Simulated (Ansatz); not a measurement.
**Br₃HOTi: how energies converge with the basis set**

Aim: see how fast density functionals converge with the basis set for Br₃HOTi.

Method: one geometry, several basis sets; program: Ansatz 0.2.0, Gaussian basis.

Levels to be run: PBE0-D4/def2-SVP; ωB97M-V/def2-SVP; PBE0-D4/def2-QZVPP; ωB97M-V/def2-QZVPP; the functionals' def2-TZVPP values are taken from earlier runs.

## Step 1: Structure used throughout

All runs share one geometry, relaxed beforehand with PBE0-D4 in a triple-zeta def2 set.

6 atoms, charge 0, spin multiplicity 1.

Atoms are counted from 1 here; the program's logs count them from 0.

Bond lengths: O1–Ti2 1.741 Å, O1–H6 0.958 Å, Ti2–Br3 2.334 Å, Ti2–Br4 2.333 Å, Ti2–Br5 2.333 Å. Angles: Ti2–O1–H6 149.5°, O1–Ti2–Br3 109.7°, O1–Ti2–Br4 109.1°, O1–Ti2–Br5 109.1°, Br3–Ti2–Br4 110.2°, Br3–Ti2–Br5 110.2°, Br4–Ti2–Br5 108.6°.

## Step 2: PBE0-D4 in def2-SVP

Input file in.yaml:

```yaml
crystal:
  periodic: [false, false, false]
  atoms:
    - {symbol: O, position_ang: [-0.645070, 0.430747, 1.163552]}
    - {symbol: Ti, position_ang: [0.229785, -0.170180, -0.216211]}
    - {symbol: Br, position_ang: [1.987518, -1.529167, 0.499374]}
    - {symbol: Br, position_ang: [-1.226345, -1.387477, -1.572847]}
    - {symbol: Br, position_ang: [1.056757, 1.634761, -1.441283]}
    - {symbol: H, position_ang: [-1.360547, 0.957315, 1.521214]}
basis:
  gaussian: {orbitals: def2-SVP}
hamiltonian: {xc: pbe0, dispersion: d4}
output: {orbitals: {seedname: orbitals}}
```

Launch:

```bash
> ansatz run in.yaml --threads 4 --pin off --events-out ev --progress --plain --max-ram 11315MiB
```

Further steps of the session: ωB97M-V in def2-SVP; PBE0-D4 in def2-QZVPP; ωB97M-V in def2-QZVPP.

Before running them: what should the planned runs give, taken together? Wanted: PBE0-D4: double and triple zeta above quadruple; ωB97M-V: double and triple zeta above quadruple.

As calculated:

```
                                       quantity           value
PBE0-D4: double and triple zeta above quadruple  36.05, 4.85 eV
ωB97M-V: double and triple zeta above quadruple  35.75, 4.65 eV
```

In words: For PBE0-D4 the step from double to triple zeta gains 31.21 eV and the next only 4.85 eV. These are total energies; as a rule much of such shifts cancels in differences, which this series doesn't test.
